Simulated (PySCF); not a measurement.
# C3H10Si: the cost of one run

Programs: PySCF 2.14.0, with density-fitted response routines of our own. Each step states its level of theory. These are calculated values for one molecule in the gas phase, unless marked as measured. Atoms count from 0, in the outputs and in this text.

## 1. The molecule as given

14 atoms, charge 0, multiplicity 1; geometry from: GFN2-xTB. The atoms were then displaced at random by about 0.01 Å, so the start is not that level's minimum.

Bonds of the start (Å): C0–C1 1.49, C1–Si2 1.90, Si2–C3 1.95, C0–H4 1.09, C0–H5 1.12, C0–H6 1.10, C1–H7 1.09, C1–H8 1.10, Si2–H9 1.48, Si2–H10 1.45, C3–H11 1.09, C3–H12 1.08, C3–H13 1.05.

## 2. Geometry optimisation at PBE0-D3(BJ)/def2-SVP

What the job is given:

```
{"job": {"xc": "PBE0", "basis": "def2-SVP", "d3": "d3bj", "grid": 1, "shake": 0.01, "kind": "geom"}, "charge": 0, "multiplicity": 1}
C     -2.118480    -0.236860     0.340330
C     -0.707430    -0.686060     0.143110
Si     0.505610     0.756730    -0.077480
C      2.323850     0.073160    -0.189490
H     -2.818900    -1.063040     0.442950
H     -2.471860     0.377160    -0.522970
H     -2.212460     0.413380     1.221470
H     -0.642540    -1.333780    -0.730630
H     -0.416000    -1.287060     1.022830
H      0.423870     1.664200     1.093430
H      0.188820     1.501040    -1.284360
H      2.584050    -0.444950     0.731880
H      2.364570    -0.622240    -1.016960
H      2.989750     0.873240    -0.341780
```

The run is started by

```sh
$ OMP_NUM_THREADS=1 python probes_run.py task.json out
```

This one command runs all jobs of the session in turn.

Q: Estimate the wall time and peak memory of this first job on 1 thread of Arm Neoverse V2, shared host.

About 16 s, with a peak of 0.46 GiB.
